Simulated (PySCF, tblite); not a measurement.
# C7H12N2S: geometry, infrared bands and NMR shifts

Aim: predict the infrared bands and NMR shifts of C7H12N2S (`Cc1nnc(C(C)(C)C)s1`).

Computed with tblite 0.8.0 and PySCF 2.14.0, with density-fitted response routines of our own, on a single molecule in the gas phase. Atoms count from 0, in the outputs and in this text.

## 1. Starting geometry

22 atoms, charge 0, multiplicity 1; geometry from: force field or distance geometry start.

Bonds of the start (Å): C0–C1 1.49, C1–N2 1.32, N2–N3 1.39, N3–C4 1.31, C4–C5 1.53, C5–C6 1.54, C5–C7 1.54, C5–C8 1.54, C4–S9 1.73, S9–C1 1.70, C0–H10 1.09, C0–H11 1.09, C0–H12 1.09, C6–H13 1.10, C6–H14 1.10, C6–H15 1.10, C7–H16 1.09, C7–H17 1.08, C7–H18 1.10, C8–H19 1.10, C8–H20 1.10, C8–H21 1.09.

## 2. Geometry optimisation with GFN2-xTB

What the job is given:

```
{"job": {"kind": "relax", "xc": "GFN2-xTB", "basis": "xTB"}, "charge": 0, "multiplicity": 1}
C      4.039500     0.242500     0.233100
C      2.570400     0.181900     0.502600
N      2.043300     0.222900     1.712500
N      0.658600     0.148700     1.653700
C      0.192400     0.027800     0.440300
C     -1.286000    -0.083700     0.070800
C     -2.136800    -0.043600     1.354000
C     -1.707700     1.099200    -0.814900
C     -1.559000    -1.416600    -0.647200
S      1.436000     0.021400    -0.759700
H      4.592500     0.340900     1.165100
H      4.369900    -0.665100    -0.271800
H      4.262600     1.111400    -0.384100
H     -1.879300    -0.874600     2.028800
H     -3.209000    -0.117800     1.127200
H     -1.991500     0.889200     1.923700
H     -1.198400     1.088600    -1.783400
H     -1.498300     2.051100    -0.340200
H     -2.790600     1.062000    -1.019000
H     -1.233300    -2.267800    -0.039300
H     -2.638300    -1.527300    -0.844000
H     -1.047500    -1.471500    -1.610900
```

Command:

```sh
$ OMP_NUM_THREADS=1 python probes_run.py task.json out
```

One launch serves the whole session: the jobs run in the order shown.

**Question.** This job is followed by: GFN2-xTB harmonic vibrations, gas phase; GIAO PBE0/pcSseg-1 NMR shielding, non-relativistic, gas phase. What will the session give for the following? strongest single infrared mode (GFN2-xTB); zero-point energy (GFN2-xTB); 13C shifts against TMS (PBE0/pcSseg-1, means over atoms taken as alike); 1H shifts against TMS (PBE0/pcSseg-1, means over atoms taken as alike); 15N shifts against NH3 (PBE0/pcSseg-1); 33S shifts against CS2 (PBE0/pcSseg-1); surface potential, 1st and 99th percentile.

The runs gave:

```
                                                               quantity                               value
                              strongest single infrared mode (GFN2-xTB)               1157 cm⁻¹, 119 km/mol
                                           zero-point energy (GFN2-xTB)                      113.1 kcal/mol
13C shifts against TMS (PBE0/pcSseg-1, means over atoms taken as alike)  186.9, 169.9, 38.1, 33.9, 18.8 ppm
 1H shifts against TMS (PBE0/pcSseg-1, means over atoms taken as alike)                      2.87, 1.46 ppm
                                 15N shifts against NH3 (PBE0/pcSseg-1)                    392.2, 386.3 ppm
                                 33S shifts against CS2 (PBE0/pcSseg-1)                             273 ppm
                                  surface potential, 1st and 99th percentile                  -1.85 V and 0.96 V
```

In words: Relaxing lowered the energy by 0.252 eV in 40 steps; the close pair that moved most is N2–N3, from 1.388 to 1.327 Å. All 60 modes are real, so the xTB geometry is a minimum. The strongest single mode, at 1157 cm⁻¹, moves mainly C1. GFN2-xTB is a fitted tight-binding method: band positions and strengths are rough. Its intensities can rank the bands wrongly. The most deshielded hydrogen is H10, H11, H12 (mean) (hydrogen on a methyl carbon on an aromatic ring), at 2.87 ppm: benzylic-type position, deshielded by the ring. NICS(1)zz of -23 ppm above the planar ring from C1 marks a diatropic (aromatic) ring current. By nearest atom (PBE0/pcSseg-1), the HOMO sits on N2, N3 about 37 % each; S9 9 % and the LUMO on C1, C4 about 24 % each; S9 19 %.
